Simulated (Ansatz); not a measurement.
I need a cohesive energy from free atoms of LiZn and its free atoms. Use Ansatz 0.2.0, Python API. Level of theory (first run): PBEsol, PAW, cutoff 490 eV, 6×6×6 k-points, Fermi-Dirac smearing of 0.02 eV.

Script `lizn.py`:
```python
# -*- coding: utf-8 -*-
"""Cohesive energy of LiZn from free atoms."""

from collections import Counter
import warnings

import ansatz as az

PHASES = {
    "LiZn": (
        [(0.0, 3.117, 3.117), (3.117, 0.0, 3.117), (3.117, 3.117, 0.0)],
        [
            ("Li", (0.0, 0.0, 0.0)),
            ("Li", (0.25, 0.25, 0.25)),
            ("Zn", (0.5, 0.5, 0.5)),
            ("Zn", (0.75, 0.75, 0.75)),
        ],
    ),
}


def build(vectors, sites):
    crystal = az.Crystal(lattice=az.Lattice.of(vectors))
    for symbol, position in sites:
        crystal = crystal.atom(symbol, position)
    return crystal


def counts(outcome):
    return Counter(site.symbol for site in outcome.lattice.sites)

UNPAIRED = {"Li": 1, "Zn": 0}  # unpaired electrons of the free atoms


def run_phase(name, crystal):
    calc = (
        crystal.calculation()
        .functional("PBEsol")
        .basis(18 * az.Ha)
        .kpoints(spacing=0.33)
        .occupations("fermi_dirac", width=0.02)
    )
    if name.endswith(" atom"):
        calc = calc.kpoints(1, 1, 1).occupations("fermi_dirac", width=0.01)
        if UNPAIRED[name.split()[0]]:
            calc = calc.spin("collinear")
        return calc.run()
    calc = calc.relax(force_tolerance=0.02, cell=True)
    return calc.run()

warnings.simplefilter("ignore", az.DeckWarning)

phases = {name: build(*cell) for name, cell in PHASES.items()}
# free atoms: a low-symmetry box, moments by the rule of Hund
for element, moment in UNPAIRED.items():
    phases[f"{element} atom"] = az.Lattice.orthorhombic(9.0, 9.5, 10.0).atom(element, (0.5, 0.5, 0.5), moment=moment or None)

done = {}
for name, crystal in phases.items():
    done[name] = run_phase(name, crystal)
    print(f"{name}: {done[name].report['energy_sigma0_ev']:.4f} eV, {len(done[name].lattice.sites)} atoms")

print({element: round(done[f"{element} atom"].report["magnetization_mub"], 2) for element in UNPAIRED}, "muB on the free atoms")
solid = done["LiZn"]
n = counts(solid)
binding = (sum(k * done[f"{e} atom"].report["energy_sigma0_ev"] for e, k in n.items()) - solid.report["energy_sigma0_ev"]) / sum(n.values())
print(f"cohesive energy {binding:.3f} eV/atom = {96.4853 * binding:.0f} kJ/mol of atoms (no zero-point energy)")
```

`python lizn.py` gives:
```text
LiZn: -6968.5684 eV, 4 atoms
Li atom: -201.3540 eV, 1 atoms
Zn atom: -3279.3272 eV, 1 atoms
{'Li': 1.0, 'Zn': 0.0} muB on the free atoms
cohesive energy 1.801 eV/atom = 174 kJ/mol of atoms (no zero-point energy)
```

Reading the output:
- Absolute energies stand on the zero of these potentials, so only differences at equal settings mean something.
- Other magnetic orders than the one started from may lie lower.
- For the metals among these phases the mesh is modest: differences between phases can be off by up to 40 meV an atom.
- The cells come from databases of deposited and of computed structures, and not all need be stable phases.
- Free atoms in a box carry small image and symmetry errors, and spin-orbit coupling is left out.
- It ran for 29 s on 1 thread of Arm Neoverse V1 (shared host), peak memory 0.8 GiB.

(A comment or docstring line of the script was reworded after the run, the code is as it ran; lines on the test bed's own set-up are left out of the output.)
